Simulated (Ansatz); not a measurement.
# Ni3O2: the cost of one run

Method: DFT PBEsol, scalar-relativistic, plane waves, PAW, in Ansatz 0.2.0.

1 further run of the same task is left out (set aside as unsound or not needed). Runs told in other sessions of the task aren't counted.

## (1) The starting structure

Symmetry: R-3m, No. 166, trigonal system. The conventional cell has a = 5.710 Å, b = 5.710 Å, c = 5.759 Å, α = 90.00°, β = 90.00°, γ = 120.00°. Ni (site symmetry 2/m) has 2 O at 1.77 Å in its first shell of neighbours. O (site symmetry 3m) has 3 Ni at 1.77 Å in its first shell of neighbours.

As a file:

```xyz
5
Lattice="2.8548 1.6482 1.9196 -2.8548 1.6482 1.9196 0.0000 -3.2965 1.9196" Properties=species:S:1:pos:R:3 pbc="T T T"
Ni    1.4274   -2.4724    2.8794
Ni    1.4274    2.4724    2.8794
Ni   -2.8549    0.0000    2.8794
O     0.0000    0.0000    1.5963
O     0.0000    0.0000    4.1625
```

The cell was made up by rule, so the compound may not exist in this form.

It is the result of an earlier relaxation at this level (volume 10.84 Å³/atom; gap on the mesh: none (metal)).

It is a trial structure (swap of S by O in Ni3S2), so another structure or a mixture of phases may lie lower.

## (2) Field gradients

Input file input.yaml:

```yaml
crystal:
  lattice:
    - [2.8548495375, 1.648248149, 1.91960097]
    - [-2.8548495375, 1.648248149, 1.91960097]
    - [0.0, -3.296496298, 1.91960097]
  atoms:
    - { symbol: Ni, position: [0.5, -1.4277e-06, 1.0000014277] }
    - { symbol: Ni, position: [1.0000014277, 0.5, -1.4277e-06] }
    - { symbol: Ni, position: [-1.4277e-06, 1.0000014277, 0.5] }
    - { symbol: O, position: [0.2771997559, 0.2771997559, 0.2771997559] }
    - { symbol: O, position: [0.7228002441, 0.7228002441, 0.7228002441] }
basis:
  ecutwfc: 420
kpoints:
  mp_grid: { grid: [12, 12, 12] }
hamiltonian:
  xc: pbesol
scf:
  occupations: { method: fermi_dirac, width: 0.15 }
output:
  forces: true
  stress: true
  eigenvalues: true
  efg: {}
checkpoint:
  read: start.run
  write: ck
  compress: false
  write_wavefunctions: false
  write_every: 100000
```

The run is started by

```sh
$ ansatz run input.yaml --threads 2 --pin off --max-ram 6144MiB --backend cpu --events-out ev --progress --plain --runs-dir out
```

**Question.** How long does this run take on 2 threads of Intel Xeon 6975P-C (Granite Rapids), shared host, and how much memory does it need?

About 4.3 s, with a peak of 0.65 GiB.
